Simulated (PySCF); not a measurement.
# C₆H₁₀BN: excited states, first hyperpolarisability

Aim: compute the excited states, first hyperpolarisability of C₆H₁₀BN (`CN(C)C1=CC=CB1`).

Computed with PySCF 2.14.0 and routines of our own; the level stands in each step. Atoms count from 0.

## 1. The system as given

18 atoms, charge 0, multiplicity 1; geometry from: GFN2-xTB.

## 2. Geometry optimisation at PBE0-D3(BJ)/def2-SVP

The job: settings as JSON, then the geometry in Å.

```
{"job": {"xc": "PBE0", "basis": "def2-SVP", "d3": "d3bj", "grid": 2, "kind": "geom"}, "charge": 0, "multiplicity": 1}
C     -1.726343    -1.300834    -0.136125
N     -1.045695    -0.047865     0.069765
C     -1.870683     1.125893    -0.021003
C      0.306608     0.017896     0.029815
C      1.158363    -1.017311    -0.190919
C      2.525089    -0.562016    -0.090985
C      2.640464     0.761221     0.213527
B      1.236818     1.309118     0.391546
H     -1.192415    -2.095009     0.383718
H     -2.737987    -1.235869     0.264824
H     -1.787997    -1.560052    -1.199611
H     -1.270471     2.011325     0.162448
H     -2.325637     1.211154    -1.015213
H     -2.674177     1.076834     0.719338
H      0.912005    -2.034925    -0.441331
H      3.352684    -1.239667    -0.253425
H      3.603806     1.234948     0.316326
H      0.886810     2.351477     0.785648
```

Run with:

```sh
> OMP_NUM_THREADS=1 python excited_run.py task.json out
```

The driver reads the jobs from task.json and runs them one after another.

What it wrote:

```text
step   0  E = -313.59778769  max force = 0.018992
step   1  E = -313.60107968  max force = 0.002785
step   2  E = -313.60111635  max force = 0.002925
step   3  E = -313.60115430  max force = 0.002300
step   4  E = -313.60118810  max force = 0.000614
step   5  E = -313.60119214  max force = 0.000956
step   6  E = -313.60120824  max force = 0.000380
step   7  E = -313.60122463  max force = 0.000418
step   8  E = -313.60124365  max force = 0.000348
step   9  E = -313.60126544  max force = 0.000366
step  10  E = -313.60129082  max force = 0.000184
step  11  E = -313.60131188  max force = 0.000218
step  12  E = -313.60132186  max force = 0.000206
optimisation converged
```

Run time: 2.6 min. Hardware: 1 thread of Arm Neoverse V2, shared host; peak memory 0.76 GiB.

Relaxation path:

```csv
step,energy from step 0 (eV),largest force component (eV/Å)
0,0.0000,0.9766
1,-0.0896,0.1432
2,-0.0906,0.1504
3,-0.0916,0.1183
4,-0.0925,0.0316
5,-0.0926,0.0492
6,-0.0931,0.0195
7,-0.0935,0.0215
8,-0.0940,0.0179
9,-0.0946,0.0188
10,-0.0953,0.0095
11,-0.0959,0.0112
12,-0.0962,0.0106
```

Distances of close pairs at the start and the end, largest changes first:

```csv
bond,before (Å),after (Å),change (Å)
B7–H17,1.168,1.209,+0.041
C3–B7,1.632,1.651,+0.019
C5–C6,1.363,1.381,+0.019
C3–C4,1.359,1.376,+0.017
C5–H15,1.082,1.098,+0.017
C0–H8,1.089,1.102,+0.013
C4–H14,1.077,1.090,+0.013
C6–H16,1.078,1.089,+0.011
```

The final coordinates are the input of the step that follows.

```csv
at the end point,value
point group (found at 0.08 Å tolerance),C1
"rotational constants (GHz, main isotopes)","4.434, 1.509, 1.143"
dipole moment (D),3.53
```

## 3. Excited states: TDA CAM-B3LYP/def2-TZVP

The job: settings as JSON, then the geometry in Å.

```
{"job": {"kind": "states", "xc": "CAM-B3LYP", "basis": "def2-TZVP", "tda": true, "soc": true, "nstates": 6, "ntriplets": 5, "nquad": 4}, "charge": 0, "multiplicity": 1}
C     -1.810432    -1.321736    -0.514908
N     -1.137851    -0.066457    -0.290733
C     -1.959339     1.110206    -0.153161
C      0.205350    -0.030401    -0.320407
C      1.052865    -1.091252    -0.542960
C      2.420113    -0.611628    -0.459581
C      2.574970     0.733556    -0.186390
B      1.173679     1.281032    -0.059836
H     -1.415977    -2.092752     0.167113
H     -2.887614    -1.209967    -0.336821
H     -1.656226    -1.679124    -1.548850
H     -1.323868     1.981780     0.035439
H     -2.546565     1.298090    -1.069796
H     -2.666944     0.999864     0.685956
H      0.789232    -2.126446    -0.758278
H      3.260104    -1.302742    -0.612114
H      3.550155     1.211788    -0.101428
H      0.789252     2.402241     0.180986
```

Level: TDA CAM-B3LYP/def2-TZVP excited states, vertical, gas phase, spin-orbit mean-field couplings.

What it wrote:

```text
coarse grid: 14864 points
cycle   1  E = -314.0508709634  dE =  1.326e+00  |g| = 5.184e-01  |ddm| = 3.187e+00
cycle   2  E = -314.0309442880  dE =  1.993e-02  |g| = 6.504e-01  |ddm| = 9.585e-01
cycle   3  E = -314.1293519092  dE = -9.841e-02  |g| = 9.097e-02  |ddm| = 5.162e-01
cycle   4  E = -314.1308559361  dE = -1.504e-03  |g| = 6.384e-02  |ddm| = 1.181e-01
cycle   5  E = -314.1318132544  dE = -9.573e-04  |g| = 1.155e-02  |ddm| = 4.899e-02
cycle   6  E = -314.1318808647  dE = -6.761e-05  |g| = 6.646e-03  |ddm| = 1.725e-02
cycle   7  E = -314.1319223783  dE = -4.151e-05  |g| = 3.982e-03  |ddm| = 1.468e-02
cycle   8  E = -314.1319417314  dE = -1.935e-05  |g| = 1.659e-03  |ddm| = 1.214e-02
cycle   9  E = -314.1319471384  dE = -5.407e-06  |g| = 5.863e-04  |ddm| = 7.347e-03
final grid: 143168 points
cycle  10  E = -314.1218595111  dE = -5.554e-05  |g| = 4.429e-03  |ddm| = 8.351e-02
cycle  11  E = -314.1218610243  dE = -1.513e-06  |g| = 3.897e-03  |ddm| = 9.041e-03
cycle  12  E = -314.1218646682  dE = -3.644e-06  |g| = 4.702e-04  |ddm| = 2.797e-03
cycle  13  E = -314.1218647694  dE = -1.013e-07  |g| = 4.068e-04  |ddm| = 8.248e-04
cycle  14  E = -314.1218648314  dE = -6.194e-08  |g| = 1.202e-04  |ddm| = 4.186e-04
cycle  15  E = -314.1218648592  dE = -2.788e-08  |g| = 1.004e-04  |ddm| = 3.918e-04
cycle  16  E = -314.1218648736  dE = -1.439e-08  |g| = 4.195e-05  |ddm| = 3.248e-04
cycle  17  E = -314.1218648773  dE = -3.653e-09  |g| = 1.576e-05  |ddm| = 2.214e-04
cycle  18  E = -314.1218648775  dE = -1.788e-10  |g| = 5.563e-06  |ddm| = 4.540e-05
converged SCF energy = -314.1218648775

Singlet excitations
state   eV       nm        f     d(h-e)  d(exc)  Lambda  PR(NTO)  |dmu|/D   mu/D   main configurations
  1   1.7069   726.4   0.03994   0.600   2.743   0.614   1.026    1.556    3.796   H->L 0.97
  2   4.7294   262.2   0.00078   0.262   2.551   0.523   1.014    0.772    2.903   H-2->L 0.97
  3   5.0146   247.2   0.00249   0.496   2.603   0.538   1.018    1.132    3.151   H-3->L 0.96
  4   5.2948   234.2   0.00890   1.797   3.997   0.294   1.019    6.054    2.800   H->L+1 0.86
  5   5.3725   230.8   0.21784   0.844   3.202   0.676   1.186                     H-1->L 0.87
  6   5.9584   208.1   0.00128   1.020   3.734   0.336   1.028                     H->L+2 0.56, H->L+3 0.32

Triplet excitations (Tamm-Dancoff)
state   eV     d(h-e)  d(exc)  Lambda  PR(NTO)   main configurations
  1   0.8000   0.428   2.693   0.614   1.014   H->L 0.98
  2   3.6010   0.372   2.677   0.682   1.177   H-1->L 0.86
  3   4.2551   0.076   2.463   0.519   1.024   H-2->L 0.93
  4   4.5342   0.540   2.527   0.533   1.030   H-3->L 0.93
  5   5.1818   0.633   3.433   0.427   1.422   H->L+1 0.45, H->L+8 0.11, H-4->L 0.09
S1 - T1 = 0.9070 eV

Spin-orbit couplings |<S|Hso|T>| (cm-1)
             T1       T2       T3       T4       T5
S0        0.098    0.674    5.316    5.658    1.308
S1        0.011    0.375    4.810    2.862    0.736
S2        4.006    3.978    0.510    1.716    0.426
S3        2.823    1.213    2.077    0.229    0.439
S4        1.168    0.329    0.240    0.073    0.427
S5        0.339    0.734    3.616    0.763    0.273
S6        2.236    0.098    0.322    0.157    0.452
T1 sublevels (cm-1): 0.000 0.000 0.000   radiative rates (1/s): 0.000365 3.29e-06 0.000401
```

Wall time 95 s (1 thread of Arm Neoverse V2, shared host); peak memory 1.3 GiB.

From this job:

```csv
quantity,value
S1 less T1,0.91 eV
```

## 4. Excited states: TDDFT CAM-B3LYP/aug-cc-pVDZ

The job, as its differences from that of step 3:

```diff
@@ -1,2 +1,2 @@
-{"job": {"kind": "states", "xc": "CAM-B3LYP", "basis": "def2-TZVP", "tda": true, "soc": true, "nstates": 6, "ntriplets": 5, "nquad": 4}, "charge": 0, "multiplicity": 1}
+{"job": {"kind": "states", "xc": "CAM-B3LYP", "basis": "aug-cc-pVDZ", "tpa": true, "nstates": 8, "nquad": 6, "ntriplets": 0}, "charge": 0, "multiplicity": 1}
 C     -1.810432    -1.321736    -0.514908
```

With the program's defaults for keys left out, this is: TDDFT CAM-B3LYP/aug-cc-pVDZ excited states, vertical, gas phase, two-photon moments by quadratic response.

What it wrote:

```text
coarse grid: 14864 points
cycle   1  E = -313.9326739039  dE =  1.376e+00  |g| = 4.904e-01  |ddm| = 1.992e+01
cycle   2  E = -313.9135475272  dE =  1.913e-02  |g| = 6.213e-01  |ddm| = 3.646e+00
cycle   3  E = -314.0073711744  dE = -9.382e-02  |g| = 8.272e-02  |ddm| = 1.622e+00
cycle   4  E = -314.0087200573  dE = -1.349e-03  |g| = 5.899e-02  |ddm| = 2.989e-01
cycle   5  E = -314.0095868752  dE = -8.668e-04  |g| = 1.095e-02  |ddm| = 1.947e-01
cycle   6  E = -314.0096498251  dE = -6.295e-05  |g| = 6.165e-03  |ddm| = 5.445e-02
cycle   7  E = -314.0096893094  dE = -3.948e-05  |g| = 3.755e-03  |ddm| = 3.544e-02
cycle   8  E = -314.0097077600  dE = -1.845e-05  |g| = 1.483e-03  |ddm| = 3.286e-02
cycle   9  E = -314.0097121262  dE = -4.366e-06  |g| = 5.190e-04  |ddm| = 1.691e-02
final grid: 143168 points
cycle  10  E = -314.0365829466  dE = -2.802e-05  |g| = 3.804e-03  |ddm| = 2.976e-01
cycle  11  E = -314.0365842291  dE = -1.283e-06  |g| = 3.502e-03  |ddm| = 3.736e-02
cycle  12  E = -314.0365874349  dE = -3.206e-06  |g| = 3.677e-04  |ddm| = 1.203e-02
cycle  13  E = -314.0365875153  dE = -8.042e-08  |g| = 3.263e-04  |ddm| = 2.135e-03
cycle  14  E = -314.0365875702  dE = -5.487e-08  |g| = 1.052e-04  |ddm| = 1.347e-03
cycle  15  E = -314.0365875928  dE = -2.263e-08  |g| = 8.843e-05  |ddm| = 9.047e-04
cycle  16  E = -314.0365876039  dE = -1.109e-08  |g| = 3.378e-05  |ddm| = 7.958e-04
cycle  17  E = -314.0365876060  dE = -2.155e-09  |g| = 1.408e-05  |ddm| = 4.230e-04
cycle  18  E = -314.0365876062  dE = -1.288e-10  |g| = 4.291e-06  |ddm| = 9.606e-05
converged SCF energy = -314.0365876062

Singlet excitations
state   eV       nm        f     d(h-e)  d(exc)  Lambda  PR(NTO)  |dmu|/D   mu/D   delta(TPA)   sigma/GM   main configurations
  1   1.5130   819.5   0.02348   0.601   2.764   0.605   1.049    1.490    3.802      110.60      0.093   H->L 0.98
  2   4.2560   291.3   0.00868   1.875   4.876   0.184   1.012    7.212    4.337      120.29      0.798   H->L+1 0.75, H->L+2 0.10
  3   4.6932   264.2   0.00157   0.259   2.584   0.515   1.021    0.750    2.966        2.65      0.021   H-2->L 0.95
  4   4.7409   261.5   0.00298   0.804   5.270   0.184   1.025    3.596    4.141      132.18      1.088   H->L+2 0.64, H->L+3 0.14, H->L+1 0.10
  5   4.9240   251.8   0.02084   0.370   5.309   0.175   1.030    0.336    3.361       31.36      0.279   H->L+3 0.66, H->L+2 0.14
  6   4.9628   249.8   0.01244   0.413   2.848   0.523   1.147    0.923    3.024       43.46      0.392   H-3->L 0.85
  7   4.9961   248.2   0.02404   1.045   4.906   0.257   1.244                                            H->L+4 0.73, H->L+8 0.08
  8   5.1440   241.0   0.17644   0.522   3.416   0.622   1.337                                            H-1->L 0.82
```

It took 1.7 min on 1 thread of Arm Neoverse V2, shared host; peak memory 1.2 GiB.

## 5. First hyperpolarisability: quadratic response CAM-B3LYP/aug-cc-pVDZ

The job, as its differences from that of step 4:

```diff
@@ -1,2 +1,2 @@
-{"job": {"kind": "states", "xc": "CAM-B3LYP", "basis": "aug-cc-pVDZ", "tpa": true, "nstates": 8, "nquad": 6, "ntriplets": 0}, "charge": 0, "multiplicity": 1}
+{"job": {"kind": "beta", "xc": "CAM-B3LYP", "basis": "aug-cc-pVDZ"}, "charge": 0, "multiplicity": 1}
 C     -1.810432    -1.321736    -0.514908
```

Level: quadratic response CAM-B3LYP/aug-cc-pVDZ first hyperpolarisability, Taylor convention, gas phase.

What it wrote:

```text
coarse grid: 14864 points
cycle   1  E = -313.9326739039  dE =  1.376e+00  |g| = 4.904e-01  |ddm| = 1.992e+01
cycle   2  E = -313.9135475272  dE =  1.913e-02  |g| = 6.213e-01  |ddm| = 3.646e+00
cycle   3  E = -314.0073711744  dE = -9.382e-02  |g| = 8.272e-02  |ddm| = 1.622e+00
cycle   4  E = -314.0087200573  dE = -1.349e-03  |g| = 5.899e-02  |ddm| = 2.989e-01
cycle   5  E = -314.0095868752  dE = -8.668e-04  |g| = 1.095e-02  |ddm| = 1.947e-01
cycle   6  E = -314.0096498251  dE = -6.295e-05  |g| = 6.165e-03  |ddm| = 5.445e-02
cycle   7  E = -314.0096893094  dE = -3.948e-05  |g| = 3.755e-03  |ddm| = 3.544e-02
cycle   8  E = -314.0097077600  dE = -1.845e-05  |g| = 1.483e-03  |ddm| = 3.286e-02
cycle   9  E = -314.0097121262  dE = -4.366e-06  |g| = 5.190e-04  |ddm| = 1.691e-02
final grid: 143168 points
cycle  10  E = -314.0365829466  dE = -2.802e-05  |g| = 3.804e-03  |ddm| = 2.976e-01
cycle  11  E = -314.0365842291  dE = -1.283e-06  |g| = 3.502e-03  |ddm| = 3.736e-02
cycle  12  E = -314.0365874349  dE = -3.206e-06  |g| = 3.677e-04  |ddm| = 1.203e-02
cycle  13  E = -314.0365875153  dE = -8.042e-08  |g| = 3.263e-04  |ddm| = 2.135e-03
cycle  14  E = -314.0365875702  dE = -5.487e-08  |g| = 1.052e-04  |ddm| = 1.347e-03
cycle  15  E = -314.0365875928  dE = -2.263e-08  |g| = 8.843e-05  |ddm| = 9.047e-04
cycle  16  E = -314.0365876039  dE = -1.109e-08  |g| = 3.378e-05  |ddm| = 7.958e-04
cycle  17  E = -314.0365876060  dE = -2.155e-09  |g| = 1.408e-05  |ddm| = 4.230e-04
cycle  18  E = -314.0365876062  dE = -1.288e-10  |g| = 4.291e-06  |ddm| = 9.606e-05
converged SCF energy = -314.0365876062

Lowest singlets (eV, f): 1.5130 0.0235  4.2560 0.0087  4.6932 0.0016

First hyperpolarisability (au)
process     nm      |vector|   parallel      HRS      DR
static         -     1168.77     696.97     486.28    4.92
eope      1907.0     1393.72     826.78          -       -
eope      1064.0     2920.27    1646.48          -       -
```

Wall time 73 s (1 thread of Arm Neoverse V2, shared host); peak memory 1.2 GiB.

Warnings kept with the result: second harmonic within 0.3 eV of the first excitation or beyond it: left out; second harmonic within 0.3 eV of the first excitation or beyond it: left out.

## 6. Summary of results

| quantity | value |
| --- | --- |
| point group | C1 |
| rotational constants (main isotopes) | 4.43, 1.51, 1.14 GHz |
| S1 less T1 (step 3, TDA CAM-B3LYP/def2-TZVP) | 0.91 eV |
| β vector (step 5, quadratic response CAM-B3LYP/aug-cc-pVDZ) | static 1169 au |

In words: Relaxing lowered the energy by 0.096 eV in 12 steps; the close pair that moved most is B7–H17, from 1.168 to 1.209 Å. No frequency check was run at this level, so the end point may be a saddle. In step 3, the number of triplets below S1 is 1, and the largest singlet-triplet spin-orbit coupling is S0–T4, 5.66 cm⁻¹.
